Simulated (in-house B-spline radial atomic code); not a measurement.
# Zr³⁸⁺: Hartree-Fock with and without relativity

Wanted: relativistic shifts in Zr³⁸⁺, shell by shell.

Program: in-house B-spline radial atomic code version 1. Level of theory: Hartree-Fock averaged over the configuration, non-relativistic (point nucleus) and Dirac-Coulomb (finite nucleus); spherical all-electron atom at the radial basis limit. These are calculated values, not measurements, unless marked.

## 1. The atom as given

- element: zirconium (Z = 40)
- charge: +38
- electrons: 2
- configuration: 1s2
- nucleus: point (non-relativistic run); Fermi, rms radius 4.269 fm (Dirac runs)

## 2. Non-relativistic run

Input settings:

```ini
Z = 40
electrons = 2.0
configuration = 1s2
hamiltonian = nr
method = hf
spin_polarised = False
```

## 3. Dirac-Coulomb run

Input settings:

```ini
Z = 40
electrons = 2.0
configuration = 1s2
hamiltonian = dirac
method = hf
spin_polarised = False
nucleus = fermi
rms_radius = 4.2694
mass_number = 90
atomic_mass = 89.904698755
speed_of_light = 137.035999084
```

Before running: How much does each shell's level and mean radius change with the Dirac Hamiltonian, and the total energy?

As calculated:

Levels and radii; the Dirac values are averaged over j with the occupations as weights.

| shell | ε non-rel. (eV) | ε Dirac (eV) | <r> non-rel. (bohr) | <r> Dirac (bohr) | change of <r> (%) |
| --- | --- | --- | --- | --- | --- |
| 1s | -21093.4 | -21555.2 | 0.03786 | 0.03677 | -2.86 |

**Reading.** The Dirac run lies -34.76 hartree (-2.2 %) from the non-relativistic one; the finite nucleus has a part in that. First-order perturbation theory (mass-velocity plus Darwin) gives -32.36 hartree, which is 93 % of the full shift. The 1s shell changes by -2.86 %. Breit terms add 0.854 hartree and QED terms 1.18 hartree.
